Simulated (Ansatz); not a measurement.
**Si2Mo (I4/mmm): relaxation of the ions from a Python script**

Where do the atoms of Si2Mo (I4/mmm) settle in the given cell? A script is to give a relaxation of the ions; the system is Si2Mo (I4/mmm).

All numbers are computed with the Python package of Ansatz 0.2.0. Level of theory: DFT LDA, plane waves, PAW.

## (1) Starting point

The structure is tetragonal, space group I4/mmm (No. 139). The conventional cell has a = 3.200 Å, b = 3.200 Å, c = 7.861 Å, α = 90.00°, β = 90.00°, γ = 90.00°. Si (site symmetry 4mm) is surrounded by 5 Si at 2.61 to 2.63 Å and 5 Mo at 2.62 Å. Mo (site symmetry 4/mmm) has 10 Si at 2.62 Å as nearest neighbours.

No structure file is read: the coordinates are typed or built in the script.

## (2) The code

The input, si2mo_relax.py:

```python
# -*- coding: utf-8 -*-
"""Relax the ions of Si2Mo at fixed cell."""

import warnings

import ansatz
from ase import Atoms
from ase.data import atomic_numbers
from ase.neighborlist import neighbor_list
import numpy as np
from pymatgen.core import Structure
import spglib

WIDTH_EV = 0.1
MIXING_BETA = 0.2
FMAX = 0.001


def main():
    warnings.simplefilter("ignore", ansatz.DeckWarning)

    cell = (
        ansatz.Lattice.of((-1.6, 1.6, 3.9305), (1.6, -1.6, 3.9305), (1.6, 1.6, -3.9305))
        .atom("Si", (0.333, 0.333, 0.0))
        .atom("Si", (0.667, 0.667, 0.0))
        .atom("Mo", (0.0, 0.0, 0.0))
    )

    calc = cell.calculation()
    calc = calc.functional(ansatz.Functional.LDA)
    calc = calc.accuracy("medium").kpoints(7, center="monkhorst-pack")
    calc = calc.occupations(ansatz.OccupationsMethod.FERMI_DIRAC, width=WIDTH_EV).mixing("msr1", beta=MIXING_BETA)
    calc = calc.relax(force_tolerance=FMAX, density_extrapolation="transplant", random_displacement=True, displacement_amplitude=0.03, displacement_seed=405)
    steps = []


    def follow(event):
        if event["event"] != "relax_step":
            return
        row = event["data"]
        steps.append(row)
        print(f"step {row['step']:3d}  E = {row['lagrangian_ev']:.5f} eV  largest force component = {row['allowed_force_max_ev_ang']:.4f} eV/A")


    res = calc.session().plan(threads=1).execute(on_event=follow)
    rep = res.report

    first, last = steps[0], steps[-1]
    symbols = [site.symbol for site in res.lattice.sites]
    print(f"energy gained {first['lagrangian_ev'] - last['lagrangian_ev']:.4f} eV in {len(steps) - 1} steps")

    fractions = [site.position_frac for site in res.lattice.sites]
    numbers = [atomic_numbers[s] for s in symbols]
    for tolerance in (1e-3, 1e-2, 1e-1):
        print(f"space group at {tolerance} A:", spglib.get_spacegroup((res.lattice.cell_ang, fractions, numbers), symprec=tolerance))

    final = Atoms(symbols, positions=last["positions_ang"], cell=res.lattice.cell_ang, pbc=True)
    i, j, d = neighbor_list("ijd", final, 4.5)
    print("neighbours within 1.15 times the shortest distance of each atom (A)")
    for atom in range(len(final)):
        near = [m for m in np.argsort(d) if i[m] == atom]
        shell = [m for m in near if d[m] < 1.15 * d[near[0]]]
        print(f"{symbols[atom]}{atom} ({len(shell)}):", ", ".join(f"{symbols[j[m]]} {d[m]:.3f}" for m in shell))

    energy = rep["free_energy_ev"]
    print("Si2Mo: {:.6f} eV = {:.6f} Ry = {:.6f} Ha".format(energy, energy / 13.605693, energy / 27.211386))
    print("Fermi level {:.4f} eV, {} k-points, {} symmetry operations".format(rep["fermi_energy_ev"], rep["n_kpoints"], rep["n_symmetry_ops"]))

    final = Structure(res.lattice.cell_ang, [s.symbol for s in res.lattice.sites], [s.position_frac for s in res.lattice.sites])
    # count neighbours out to a fixed multiple of the shortest distance
    for index, (site, neighbours) in enumerate(zip(final, final.get_all_neighbors(5.5))):
        first = min(n.nn_distance for n in neighbours)
        shell = [n for n in neighbours if n.nn_distance < 1.15 * first]
        mean = sum(n.nn_distance for n in shell) / len(shell)
        print(f"atom {index} {site.specie.symbol}: {len(shell)} neighbours within 1.15 of the shortest distance, mean {mean:.3f} A")


if __name__ == "__main__":
    main()
```

## (3) What the engine is handed

The engine receives this input:

```yaml
crystal:
  lattice:
    - [-1.6, 1.6, 3.9305]
    - [1.6, -1.6, 3.9305]
    - [1.6, 1.6, -3.9305]
  atoms:
    - { symbol: Si, position: [0.333, 0.333, 0.0] }
    - { symbol: Si, position: [0.667, 0.667, 0.0] }
    - { symbol: Mo, position: [0.0, 0.0, 0.0] }
accuracy: medium
kpoints:
  mp_grid:
    grid: [7, 7, 7]
    shift: [0.0, 0.0, 0.0]
hamiltonian:
  xc: lda
scf:
  mixing:
    algorithm: msr1
    beta: 0.2
  occupations:
    method: fermi_dirac
    width: 0.1
relax:
  f_tol: 0.001
  density_extrapolation: transplant
  random_displacement:
    amplitude: 0.03
    seed: 405
```

## (4) Running it

On the command line:

```bash
python si2mo_relax.py
```

**Question.** What results will this script give? Wanted: free energy; moves of the relaxation; energy gained; last largest force component.

As calculated:

| quantity | value |
| --- | --- |
| free energy | -6061.9108 eV (-2020.6369 eV/atom) |
| moves of the relaxation | 3 |
| energy gained | 6.0 meV/atom |
| last largest force component | 0.0001 eV/Å |

**Reading.** The relaxation took 3 moves; the largest shift is 0.035 Å, of atom 2 (Si). The script had first distorted the structure, so the gain undoes that, in part or whole. Within 0.02 Å the atoms end in space group I4/mmm, from P1 at the start. Caveats:
- For a metal this k-point mesh is coarse: on a finer one energies can move by several to tens of meV an atom and pressures by half a GPa or more, differences at one mesh by less.
- An absolute Fermi energy rests on an arbitrary zero of the periodic potential and has no direct meaning.
- Energies along a relaxation are free energies. A last row that repeats the one before re-solves the same geometry more tightly.
- The first row is the displaced cell, and groups found at tight tolerances show what the force threshold leaves of the kick.
